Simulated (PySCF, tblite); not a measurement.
**C5H14BO3+: geometry, infrared bands and NMR shifts**

What infrared bands and NMR shifts should C5H14BO3+ (`COB(C[O+](C)C)OC`) show?

Programs: tblite 0.8.0 and PySCF 2.14.0, with density-fitted response routines of our own. Each step states its level of theory. These are calculated values for one molecule in the gas phase, unless marked as measured. Atoms count from 0, in the outputs and in this text.

**1. Starting geometry**

23 atoms, charge 1, multiplicity 1; geometry from: force field or distance geometry start.

Bonds of the start (Å): C0–O1 1.42, O1–B2 1.48, B2–C3 1.58, C3–O4 1.37, O4–C5 1.36, O4–C6 1.38, B2–O7 1.47, O7–C8 1.39, C0–H9 1.08, C0–H10 1.11, C0–H11 1.13, C3–H12 1.13, C3–H13 1.12, C5–H14 1.10, C5–H15 1.11, C5–H16 1.13, C6–H17 1.12, C6–H18 1.11, C6–H19 1.10, C8–H20 1.11, C8–H21 1.11, C8–H22 1.11.

**2. Geometry optimisation with GFN2-xTB**

The job: settings as JSON, then the geometry in Å.

```
{"job": {"kind": "relax", "xc": "GFN2-xTB", "basis": "xTB"}, "charge": 1, "multiplicity": 1}
C      2.736100    -1.123400    -0.524500
O      1.821200    -0.347300    -1.286000
B      0.684300    -0.003600    -0.409300
C     -0.482900    -1.072000    -0.397500
O     -1.702700    -0.623700     0.030400
C     -1.789900    -0.098500     1.279600
C     -2.473400    -0.013100    -0.941800
O      1.076900     0.732600     0.798300
C      1.330800     2.070200     0.533500
H      3.540600    -1.531100    -1.122900
H      3.135800    -0.423700     0.238700
H      2.171200    -1.929400     0.037600
H     -0.151200    -1.945100     0.243900
H     -0.616400    -1.440700    -1.450800
H     -1.159700     0.780200     1.503500
H     -2.821200     0.143600     1.620100
H     -1.452300    -0.891600     2.014800
H     -2.670700    -0.758000    -1.756400
H     -3.486500     0.264700    -0.572100
H     -1.915700     0.817200    -1.404900
H      0.503100     2.593200     0.010700
H      1.406400     2.568900     1.526900
H      2.311400     2.257700     0.038300
```

On the command line:

```bash
OMP_NUM_THREADS=1 python probes_run.py task.json out
```

The driver reads the jobs from task.json and runs them one after another.

**Question.** This job is followed by: GFN2-xTB harmonic vibrations, gas phase; GIAO PBE0/pcSseg-1 NMR shielding, non-relativistic, gas phase. What will the session give for the following? strongest single infrared mode (GFN2-xTB); zero-point energy (GFN2-xTB); 13C shifts against TMS (PBE0/pcSseg-1, means over atoms taken as alike); 1H shifts against TMS (PBE0/pcSseg-1, means over atoms taken as alike); 17O shifts against H2O (PBE0/pcSseg-1, means over atoms taken as alike); 11B shifts against BF3·OEt2 (PBE0/pcSseg-1).

**Answer**, as computed:

```
                                                               quantity                  value
                              strongest single infrared mode (GFN2-xTB)  1354 cm⁻¹, 485 km/mol
                                           zero-point energy (GFN2-xTB)         121.9 kcal/mol
13C shifts against TMS (PBE0/pcSseg-1, means over atoms taken as alike)   82.7, 75.3, 55.5 ppm
 1H shifts against TMS (PBE0/pcSseg-1, means over atoms taken as alike)   4.62, 4.49, 4.18 ppm
17O shifts against H2O (PBE0/pcSseg-1, means over atoms taken as alike)        117.5, 16.0 ppm
                            11B shifts against BF3·OEt2 (PBE0/pcSseg-1)               21.1 ppm
```

What this shows: The optimisation took 112 steps and gained 2.774 eV; among the close pairs (by a distance rule), O1–B2 changed most, from 1.476 to 1.326 Å. The lowest mode is imaginary (36i cm⁻¹), so the xTB geometry is not a minimum. The strongest single mode, at 1354 cm⁻¹, is spread over many atoms; the largest shares are those of B2, O1. Unscaled tight-binding wavenumbers are off by several per cent, some by more. Its intensities can rank the bands wrongly. The most deshielded carbon is C3 (sp3 CH2 bonded to B and O), at 82.7 ppm: pulled downfield by the heteroatom. At PBE0/pcSseg-1: Shielding is most anisotropic at O1, O7 (span 269 ppm, paramagnetic term -182 ppm).
